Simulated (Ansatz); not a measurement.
# Hf3TiN4: the cost of one run

Program: Ansatz 0.2.0. Level of theory: DFT PBE, scalar-relativistic, plane waves, PAW, unless a step names another level. These are calculated values, not measurements.

1 further run of the same task is left out (set aside as unsound or not needed).

### 1 The system as given

Symmetry: Pm-3m, No. 221, cubic system. The conventional cell has a = 4.490 Å, b = 4.490 Å, c = 4.490 Å, α = 90.00°, β = 90.00°, γ = 90.00°. Hf (site symmetry 4/mmm) has 6 N at 2.25 Å as nearest neighbours. Ti (site symmetry m-3m) is surrounded by 6 N at 2.25 Å. N (site symmetry 4/mmm) is surrounded by 4 Hf at 2.25 Å and 2 Ti at 2.25 Å. N (site symmetry m-3m) has 6 Hf at 2.25 Å as nearest neighbours.

Structure file:

```
Hf Ti N
1.0
     4.49046    0.00000    0.00000
     0.00000    4.49046    0.00000
     0.00000    0.00000    4.49046
Hf Ti N
3 1 4
Direct
  0.50000 0.00000 0.00000
  0.00000 0.00000 0.50000
  0.00000 0.50000 0.00000
  0.50000 0.50000 0.50000
  0.00000 0.50000 0.50000
  0.50000 0.50000 0.00000
  0.00000 0.00000 0.00000
  0.50000 0.00000 0.50000
```

The cell was relaxed beforehand at this level, from a generated guess; it is a trial structure. At a tolerance of 0.05 Å it has space group Pm-3m (No. 221); it has 11.32 Å³/atom, an uncorrected energy of -1.65 eV/atom over the elements and, on its mesh, gap none (metal).

### 2 Strained cells: the elastic tensor

Contents of input.yaml:

```yaml
crystal:
  lattice:
    - [4.4916585227, 0.0, 0.0]
    - [0.0, 4.4916585227, 0.0]
    - [0.0, 0.0, 4.4916585227]
  atoms:
    - { symbol: Hf, position: [0.5, 0.0, 0.0] }
    - { symbol: Hf, position: [0.0, 0.0, 0.5] }
    - { symbol: Hf, position: [0.0, 0.5, 0.0] }
    - { symbol: Ti, position: [0.5, 0.5, 0.5] }
    - { symbol: "N", position: [0.0, 0.5, 0.5] }
    - { symbol: "N", position: [0.5, 0.5, 0.0] }
    - { symbol: "N", position: [0.0, 0.0, 0.0] }
    - { symbol: "N", position: [0.5, 0.0, 0.5] }
basis:
  ecutwfc: 420
kpoints:
  mp_grid: { grid: [8, 8, 8] }
hamiltonian:
  xc: pbe
scf:
  occupations: { method: fermi_dirac, width: 0.15 }
output:
  forces: true
  stress: true
  eigenvalues: true
elastic:
  mode: relaxed_ion
  amplitude: 0.005
  stencil: two_point
```

Run with:

```bash
$ ansatz run input.yaml --threads 4 --pin off --max-ram 8192MiB --backend cpu --events-out ev --progress --plain --runs-dir out
```

**Question.** How long does this run take on 4 threads of Arm Neoverse V1, shared host, and how much memory does it need?

About 58 s, with a peak of 0.89 GiB.
